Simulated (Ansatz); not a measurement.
# SnH₂Cl₂: basis-set convergence

How large a basis does SnH₂Cl₂ need? Two functionals are run in growing sets.

Method: one geometry, several basis sets; program: Ansatz 0.2.0, Gaussian basis.

The runs, in order: PBE0-D4/def2-SVP; ωB97M-V/def2-SVP; PBE0-D4/def2-QZVPP; ωB97M-V/def2-QZVPP; the functionals' def2-TZVPP values are taken from earlier runs.

## 1. The relaxed structure

An earlier PBE0-D4 in a triple-zeta def2 set relaxation fixed the geometry. Sn takes the def2 core potential; no spin-orbit term is included.

SMILES `[Cl][SnH2][Cl]`, 5 atoms, charge 0, spin multiplicity 1.

Atoms are counted from 1 here; the program's logs count them from 0.

Bond lengths: Cl1–Sn2 2.316 Å, Sn2–Cl3 2.316 Å, Sn2–H4 1.695 Å, Sn2–H5 1.695 Å. Angles: Cl1–Sn2–Cl3 106.5°, Cl1–Sn2–H4 107.8°, Cl1–Sn2–H5 107.8°, Cl3–Sn2–H4 107.8°, Cl3–Sn2–H5 107.8°, H4–Sn2–H5 118.6°.

Geometry (Å):

```
atom     x (Å)     y (Å)     z (Å)
 Cl1  -1.79527  -0.32618   1.20649
 Sn2   0.19239  -0.10292   0.03860
 Cl3  -0.25042   1.29551  -1.75387
  H4   0.60216  -1.62626  -0.58206
  H5   1.30104   0.68625   1.04945
```

## 2. PBE0-D4 in def2-SVP

in.yaml

```yaml
crystal:
  periodic: [false, false, false]
  atoms:
    - {symbol: Cl, position_ang: [-1.795273, -0.326183, 1.206485]}
    - {symbol: Sn, position_ang: [0.192391, -0.102919, 0.038596]}
    - {symbol: Cl, position_ang: [-0.250419, 1.295513, -1.753868]}
    - {symbol: H, position_ang: [0.602165, -1.626263, -0.582063]}
    - {symbol: H, position_ang: [1.301036, 0.686252, 1.049448]}
basis:
  gaussian: {orbitals: def2-SVP}
hamiltonian: {xc: pbe0, dispersion: d4}
output: {orbitals: {seedname: orbitals}}
```

The log of the run:

```text
Functional definition: PBE0
  name "PBE0"
  cite "Adamo & Barone, J. Chem. Phys. 110, 6158 (1999) doi:10.1063/1.478522"
  cite "Perdew, Burke & Ernzerhof, Phys. Rev. Lett. 77, 3865 (1996) doi:10.1103/PhysRevLett.77.3865"
  parent pbe
  parameter a = 0.25
  parameter kappa = 0.804
  parameter beta = 0.06672455060314922
  exchange = (1 - a)*pbe_x(kappa = kappa, mu = beta*pi^2/3) + a*exact_x
  correlation = pbe_c(beta = beta)
760 factors; integrals over basis functions are off by at most 4.0e-4 eV
mean field evaluation 1: about -30894.3837 eV, gradient 1.7e1 eV
mean field evaluation 2: about -30894.1543 eV, gradient 1.9e1 eV
mean field evaluation 4: about -30895.1406 eV, gradient 1.2e0 eV
mean field evaluation 8: about -30895.2079 eV, gradient 1.9e-2 eV
mean field evaluation 16: about -30895.2080 eV, gradient 1.1e-5 eV
mean field -30895.20796204 eV, -1135.3779510810 hartree, gradient 1.1e-5 eV, S^2 0.000000; 0 other end points of the search recorded, 0 dependent functions left out
reference -30895.20798729 eV, -1135.3779520087 hartree; 29, 29 occupied and 43, 43 virtual orbitals, 760 factors
Total energy: -30895.31820604 eV, -1135.3820024731 hartree
```

It took 1.1 s on 2 threads, shared host.

## 3. ωB97M-V in def2-SVP

Edit in.yaml of step 2 so:

```diff
@@ -10,3 +10,3 @@
   gaussian: {orbitals: def2-SVP}
-hamiltonian: {xc: pbe0, dispersion: d4}
+hamiltonian: {xc: {name: wB97M-V}}
 output: {orbitals: {seedname: orbitals}}
```

The log of the run, shortened:

```text
Functional definition: wB97M-V
  name "wB97M-V"
  cite "Mardirossian & Head-Gordon, J. Chem. Phys. 144, 214110 (2016) doi:10.1063/1.4952647"
  cite "Becke, J. Chem. Phys. 107, 8554 (1997) doi:10.1063/1.475007"
  cite "Vydrov & Van Voorhis, J. Chem. Phys. 133, 244103 (2010) doi:10.1063/1.3521275"
  # Of w^i u^j: cxij and so on, Table III.
[...]
  gx(w, u) = 1 - cx + cx01*u + cx10*w
  gss(w, u) = css00 + css04*u^4 + css10*w + css20*w^2 + css43*w^4*u^3
  gos(w, u) = cos00 + cos10*w + (cos20 + cos21*u)*w^2 + (cos60 + cos61*u)*w^6
[...]
      + integral(e_c_pw_mod_opposite_spin*gos(b97_w_opposite, b97_u_opposite)) + vv10(b, c)
760 factors; integrals over basis functions are off by at most 4.0e-4 eV
188 factors; integrals over basis functions are off by at most 7.6e-6 eV
[...]
mean field -30900.69822467 eV, -1135.5797145109 hartree, gradient 2.4e-5 eV, S^2 0.000000; 0 other end points of the search recorded, 0 dependent functions left out
reference -30900.69826397 eV, -1135.5797159552 hartree; 29, 29 occupied and 43, 43 virtual orbitals, 760 factors
Total energy: -30900.69826397 eV, -1135.5797159552 hartree
```

Run time: 4 s. Hardware: 2 threads, shared host.

## 4. PBE0-D4 in def2-QZVPP

Edit in.yaml of step 3 so:

```diff
@@ -9,4 +9,4 @@
 basis:
-  gaussian: {orbitals: def2-SVP}
-hamiltonian: {xc: {name: wB97M-V}}
+  gaussian: {orbitals: "def2-QZVPP.json"}
+hamiltonian: {xc: pbe0, dispersion: d4}
 output: {orbitals: {seedname: orbitals}}
```

The log of the run:

```text
Functional definition: PBE0
  name "PBE0"
  cite "Adamo & Barone, J. Chem. Phys. 110, 6158 (1999) doi:10.1063/1.478522"
  cite "Perdew, Burke & Ernzerhof, Phys. Rev. Lett. 77, 3865 (1996) doi:10.1103/PhysRevLett.77.3865"
  parent pbe
  parameter a = 0.25
  parameter kappa = 0.804
  parameter beta = 0.06672455060314922
  exchange = (1 - a)*pbe_x(kappa = kappa, mu = beta*pi^2/3) + a*exact_x
  correlation = pbe_c(beta = beta)
1321 factors; their error is unknown
mean field evaluation 1: about -30904.0545 eV, gradient 2.0e1 eV
mean field evaluation 2: about -30903.8857 eV, gradient 2.3e1 eV
mean field evaluation 4: about -30904.9313 eV, gradient 9.0e-1 eV
mean field evaluation 8: about -30905.0285 eV, gradient 2.8e-1 eV
mean field evaluation 16: about -30905.0285 eV, gradient 4.0e-5 eV
mean field -30905.02852924 eV, -1135.7388502690 hartree, gradient 4.0e-5 eV, S^2 0.000000; 0 other end points of the search recorded, 0 dependent functions left out
reference -30905.02856105 eV, -1135.7388514377 hartree; 29, 29 occupied and 253, 253 virtual orbitals, 1321 factors
Total energy: -30905.13877980 eV, -1135.7429019021 hartree
```

Run time: 5.5 s. Hardware: 2 threads, shared host; peak memory 0.76 GiB.

## 5. ωB97M-V in def2-QZVPP

Edit in.yaml of step 4 so:

```diff
@@ -10,3 +10,3 @@
   gaussian: {orbitals: "def2-QZVPP.json"}
-hamiltonian: {xc: pbe0, dispersion: d4}
+hamiltonian: {xc: {name: wB97M-V}}
 output: {orbitals: {seedname: orbitals}}
```

The log of the run, shortened:

```text
Functional definition: wB97M-V
  name "wB97M-V"
  cite "Mardirossian & Head-Gordon, J. Chem. Phys. 144, 214110 (2016) doi:10.1063/1.4952647"
  cite "Becke, J. Chem. Phys. 107, 8554 (1997) doi:10.1063/1.475007"
  cite "Vydrov & Van Voorhis, J. Chem. Phys. 133, 244103 (2010) doi:10.1063/1.3521275"
  # Of w^i u^j: cxij and so on, Table III.
[...]
  gx(w, u) = 1 - cx + cx01*u + cx10*w
  gss(w, u) = css00 + css04*u^4 + css10*w + css20*w^2 + css43*w^4*u^3
  gos(w, u) = cos00 + cos10*w + (cos20 + cos21*u)*w^2 + (cos60 + cos61*u)*w^6
[...]
      + integral(e_c_pw_mod_opposite_spin*gos(b97_w_opposite, b97_u_opposite)) + vv10(b, c)
1272 factors; their error is unknown
219 factors; integrals over basis functions are off by at most 5.5e-5 eV
[...]
mean field -30910.43319870 eV, -1135.9374682079 hartree, gradient 2.5e-5 eV, S^2 0.000000; 0 other end points of the search recorded, 0 dependent functions left out
reference -30910.43325126 eV, -1135.9374701395 hartree; 29, 29 occupied and 253, 253 virtual orbitals, 1272 factors
Total energy: -30910.43325126 eV, -1135.9374701395 hartree
```

Run time: 12 s. Hardware: 2 threads, shared host; peak memory 0.9 GiB.

## 6. Functionals by basis

The def2-TZVPP values come from earlier runs at the same geometry.

```csv
functional,basis,functions,energy (eV),from the largest (eV),HOMO (eV),LUMO (eV)
PBE0-D4,def2-SVP,72,-30895.3182,9.821,-8.77,-1.12
PBE0-D4,def2-TZVPP,162,-30904.3338,0.805,-8.94,-1.37
PBE0-D4,def2-QZVPP,282,-30905.1388,0.000,-8.96,-1.45
ωB97M-V,def2-SVP,72,-30900.6983,9.735,-10.93,0.99
ωB97M-V,def2-TZVPP,162,-30909.6579,0.775,-11.15,0.57
ωB97M-V,def2-QZVPP,282,-30910.4333,0.000,-11.19,0.34
```

## 7. What came out

```
                                       quantity          value
PBE0-D4: double and triple zeta above quadruple  9.82, 0.81 eV
ωB97M-V: double and triple zeta above quadruple  9.73, 0.78 eV
```

**Reading.** PBE0-D4 gains 9.02 eV from double to triple zeta, then 0.81 eV more. These are total energies; as a rule much of such shifts cancels in differences, which this series doesn't test. The LUMO of ωB97M-V is positive and keeps falling with the basis (0.99 to 0.34 eV): an unbound level that the basis holds in place.

For PBE0-D4 the largest set took about 5 times as long as the smallest (5.5 s against 1.1 s).
